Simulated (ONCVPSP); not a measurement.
**F: generating and testing an ONCV potential**

Do these settings give a usable potential? It is generated, then checked for transferability, scattering, ghosts and hardness.

Method: ONCVPSP 4.0.1.1 (patched build), PBE, scalar-relativistic.

**1. Starting point**

The settings as typed:

| Property | Result |
| --- | --- |
| element | fluorine (F, Z = 9) |
| type | optimised norm-conserving Vanderbilt (ONCV) |
| frozen core | [He] |
| valence charge | 7 |
| reference configuration | 2s2 2p5 |
| partial waves | 2s: rc 0.85 bohr, ncon 4, nbas 8, qcut 6.8 1/bohr, 2 projectors, debl 2.5 Ha; 2p: rc 1.60 bohr, ncon 4, nbas 8, qcut 7.1 1/bohr, 3 projectors, debl 3.3 Ha |
| local potential | polynomial inside 0.80 bohr (lpopt 5, dvloc0 0 Ha) |
| core correction | not asked for |

The outer shells as boxes (Hund's rule for the drawing; the calculation is spin-unpolarised):

```
[He] core
2s [↑↓]
2p [↑↓][↑↓][↑ ]
```

An earlier all-electron run gives the scale for the radii.

All-electron outer shells of the reference configuration (PBE, scalar-relativistic, ld1.x):

```csv
shell,level (eV),outermost node (bohr),outermost maximum (bohr)
1s,-663.37,–,0.11
2s,-29.90,0.24,0.76
2p,-11.11,–,0.71
```

**2. Generating the potential**

F.dat

```
# ATOM AND REFERENCE CONFIGURATION
# atsym  z   nc   nv     iexc    psfile
  F 9.00    1    2        4      upf
#
#   n    l    f
    1    0    2.00
    2    0    2.00
    2    1    5.00
#
# PSEUDOPOTENTIAL AND OPTIMIZATION
# lmax
    1
#
#   l,   rc,      ep,       ncon, nbas, qcut
    0    0.85    0.00    4    8    6.80
    1    1.60    0.00    4    8    7.10
#
# LOCAL POTENTIAL
# lloc, lpopt,  rc(5),   dvloc0
    4    5    0.80    0.00
#
# VANDERBILT-KLEINMAN-BYLANDER PROJECTORs
# l, nproj, debl
    0    2    2.50
    1    3    3.30
#
# MODEL CORE CHARGE
# icmod, fcfact, rcfact
    0    0.00    0.00
#
# LOG DERIVATIVE ANALYSIS
# epsh1, epsh2, depsh
   -3.00    5.00    0.02
#
# OUTPUT GRID
# rlmax, drl
    6.00    0.01
#
# TEST CONFIGURATIONS
# ncnf
    4
# nvcnf
#   n    l    f
    2
    2    0    2.00
    2    1    4.00
#
    2
    2    0    2.00
    2    1    3.00
#
    2
    2    0    2.00
    2    1    2.00
#
    2
    2    0    2.00
    2    1    1.00
#
```

Run with:

```
$ oncvpsp.x < F.dat > F.out
```

**Question.** What will these runs give? Wanted: cutoffs for 1 and 0.1 mHa per electron, occupied waves; bound ghosts; GHOST(+) flags; largest test error; largest phase difference near zero energy, channels read.

As calculated:

```
                                                quantity                   value
  cutoffs for 1 and 0.1 mHa per electron, occupied waves       193 Ha and 243 Ha
                                            bound ghosts              none found
                                          GHOST(+) flags      none at low energy
                            largest test error (AE − PS)  +6041 meV, for 2s2 2p1
largest phase difference near zero energy, channels read               0.000 rad
```

By total energies transferability is poor: the largest error is 6041 meV on 204.2 eV, for 2s2 2p1. That test lies far up in energy; among those under 40 eV, nearer to bonding, the largest error is 94 meV. It counts as very hard, with 193 Ha needed at the looser tolerance. At the looser tolerance the 2s wave is the slowest; 2p needs 22 Ha. It is free of bound ghosts as far as tested. Near zero energy the phases of the channels with partial waves agree within 0.001 rad.
